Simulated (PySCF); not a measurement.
# SnBr+: bond curves at several levels of theory

An exercise on one series of results from a longer session: the logs are not shown, and one member is left open.

Method: Sn def2-SVP with ECP28, Br def2-SVP, scalar-relativistic core potentials; program: PySCF 2.14.0.

Set-up of the first run:

A driver script around PySCF takes these settings:

```
atoms                         : Sn, Br
charge                        : 1
basis                         : Sn def2-SVP with ECP28, Br def2-SVP
Hamiltonian                   : scalar-relativistic core potentials
basis functions               : 58
electrons treated             : 56
masses in u                   : 119.9022, 78.9183
levels                        : PBE0, PBE, r²SCAN, r²SCAN0, M06-2X, PBEsol, LC-ωPBE, HF, MP2, SCS-MP2, CCSD, CCSD(T)
grid                          : 80 radial by 434 angular points
occupations                   : held fixed by the projection of orbital angular momentum
dissociation limit            : Sn+ + Br, each in its ground configuration
starting distance in angstrom : 2.565
values of 2S to try           : 0, 2
```

Started as:

```console
$ OMP_NUM_THREADS=1 python dia.py task.json out
```

Among the steps run: The job; First curve: PBE0; Higher solutions at PBE0; PBE; r²SCAN (meta-GGA); r²SCAN0 (hybrid meta-GGA); M06-2X; PBEsol (GGA); LC-ωPBE (range-separated hybrid); RHF (mean field); Adding correlation.

One table of the session follows, with a row left open; its other results are not shown here.

Energy (eV) from each level's lowest point:

| R (Å) | RHF | RHF-MP2 | RHF-SCS-MP2 | RHF-CCSD | RHF-CCSD(T) |
| --- | --- | --- | --- | --- | --- |
| 2.091 | 1.442 | 1.442 | 1.471 | n/a | n/a |
| 2.188 | 0.632 | 0.631 | 0.651 | 0.655 | 0.677 |
| 2.285 | 0.193 | 0.192 | 0.204 | 0.206 | 0.220 |
| 2.358 | 0.040 | 0.039 | 0.045 | 0.047 | 0.054 |
| 2.431 | 0.000 | 0.000 | 0.000 | 0.000 | 0.000 |
| 2.504 | 0.045 | 0.047 | 0.041 | 0.039 | 0.031 |
| 2.601 | 0.202 | 0.208 | 0.193 | 0.188 | 0.169 |
| 2.723 | ? | ? | ? | ? | ? |
| 2.869 | 0.952 | 0.969 | 0.929 | 0.911 | 0.856 |
| 3.063 | 1.608 | 1.630 | 1.568 | n/a | n/a |

Q: Estimate the row for R (Å) = 2.723 from the others.

Worked estimate for «RHF». A straight line through the neighbours (2.601, 0.202) and (2.869, 0.952) gives 0.202 + (0.952 − 0.202) × (2.723 − 2.601) / (2.869 − 2.601) = 0.543; a parabola fitted to 4 rows on both sides gives 0.517.

The run gave: RHF: 0.503; RHF-MP2: 0.514; RHF-SCS-MP2: 0.488; RHF-CCSD: 0.478; RHF-CCSD(T): 0.444. In «RHF» the line misses by +0.040 and the parabola by +0.014.

To keep in mind: Lowest PBE0 solution found, without spin–orbit coupling: ¹Σ⁺ (singlet), closed shell. Warnings in the runs' records: inverted.
